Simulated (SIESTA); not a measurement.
**SiRh3 under changes of volume**

One of the cells (13.993 Å³/atom); the others are scaled copies at fixed shape and fractional positions:

```
Rh Si
1.0
    -1.94637    1.94637    3.69364
     1.94637   -1.94637    3.69364
     1.94637    1.94637   -3.69364
Rh Si
3 1
Cartesian
  0.0000 0.0000 3.6936
  1.9464 0.0000 1.8468
  0.0000 1.9464 1.8468
  0.0000 0.0000 0.0000
```

The cell comes from a database or a generator and needn't be the stable form of this composition.

| Property | Result |
| --- | --- |
| Program | SIESTA 5.4.2 |
| Functional | PBE |
| Potentials or basis | PseudoDojo 0.4 standard (PBE files) |
| Basis | DZP (energy shift 0.003 Ry; two zetas on semicore shells) |
| Grid cutoff | 800 Ry |
| Energy shift | 0.003 Ry |
| k mesh | 10 × 10 × 10 |
| Occupations | fermi-dirac, width 0.05 eV |
| Spin | no spin polarisation |

```tsv
volume (Å³/atom)	energy over the lowest point (meV/atom)	pressure (GPa)
12.895	44.06	18.5
13.170	?	?
13.444	2.89	6.0
13.993	0.00	-3.5
14.267	9.68	-7.6
14.542	26.16	-11.4
```

Question: What does the run at 13.170 Å³/atom give?

Answer: Energy over the lowest point 18.14 meV/atom; pressure 12.1 GPa.

Worked out: A Birch-Murnaghan fit of order 3 (a polynomial in V^(-2/3)) to the other rows has its minimum at 13.76 Å³/atom with B0 = V·E''(V) = 238 GPa and B' = 5.6 at fixed shape and positions, which overstates the stiffness. It gives 18.04 meV/atom at 13.170 Å³/atom, against the run's 18.14, and -dE/dV = 11.9 GPa, against 12.1.

Energies are extrapolated to zero smearing.

Caveats: the basis of atomic orbitals isn't converged, which shifts pressures, moduli and gaps.
